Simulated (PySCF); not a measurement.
# The bond of CaBe, level by level

The task here is to estimate one member of a computed series from the others.

Program: PySCF 2.14.0. Level of theory: Ca pcseg-2, Be pcseg-2, no relativity. These are calculated values, not measurements.

Set-up of the first run:

Settings of the job:

- atoms: Ca, Be
- charge: 0
- basis: Ca pcseg-2, Be pcseg-2
- Hamiltonian: no relativity
- basis functions: 48
- electrons treated: 24
- masses in u: 39.9626, 9.0122
- levels: PBE0, PBE, r²SCAN, r²SCANh, revPBE, B2PLYP, HF, MP2, SCS-MP2, CCSD, CCSD(T)
- grid: 80 radial by 434 angular points
- occupations: held fixed by the projection of orbital angular momentum
- dissociation limit: Ca + Be, each in its ground configuration
- starting distance in angstrom: 2.550
- values of 2S to try: 0, 2

The run is started by

```bash
OMP_NUM_THREADS=1 python dia.py task.json out
```

Steps of the session up to this table: The job; First curve: PBE0; Other states along the same grid; PBE (GGA); r²SCAN (meta-GGA); r²SCANh (hybrid meta-GGA); revPBE; B2PLYP (double hybrid); RHF; Correlated methods on the Hartree–Fock reference.

One table of the session follows, with a row left open; its other results are not shown here.

Energy (eV) from each level's lowest point:

```
R (Å)    RHF  RHF-MP2  RHF-SCS-MP2  RHF-CCSD  RHF-CCSD(T)
2.902  0.468    0.258        0.287       n/a          n/a
3.037  0.333    0.161        0.187     0.191        0.148
3.172  0.238    0.098        0.122     0.125        0.090
3.273  0.185    0.066        0.088     0.090        0.062
3.374  0.143    0.044        0.063     0.065        0.042
3.475  0.111    0.028        0.045     0.046        0.028
3.610  0.078    0.015        0.029     0.027        0.015
3.779      ?        ?            ?         ?            ?
3.981  0.022    0.001        0.006     0.000        0.000
4.251  0.000    0.000        0.000       n/a          n/a
```

**Question.** Estimate the row for R (Å) = 3.779.

Worked estimate for «RHF». A straight line through the neighbours (3.610, 0.078) and (3.981, 0.022) gives 0.078 + (0.022 − 0.078) × (3.779 − 3.610) / (3.981 − 3.610) = 0.052; a parabola fitted to 4 rows on both sides gives 0.049.

The run gave: RHF: 0.048; RHF-MP2: 0.006; RHF-SCS-MP2: 0.016; RHF-CCSD: 0.012; RHF-CCSD(T): 0.006. In «RHF» the line misses by +0.004 and the parabola by +0.001.

Limits of these values: The bond is weak, and basis-set superposition, which was not computed, may be a sizeable part of it.
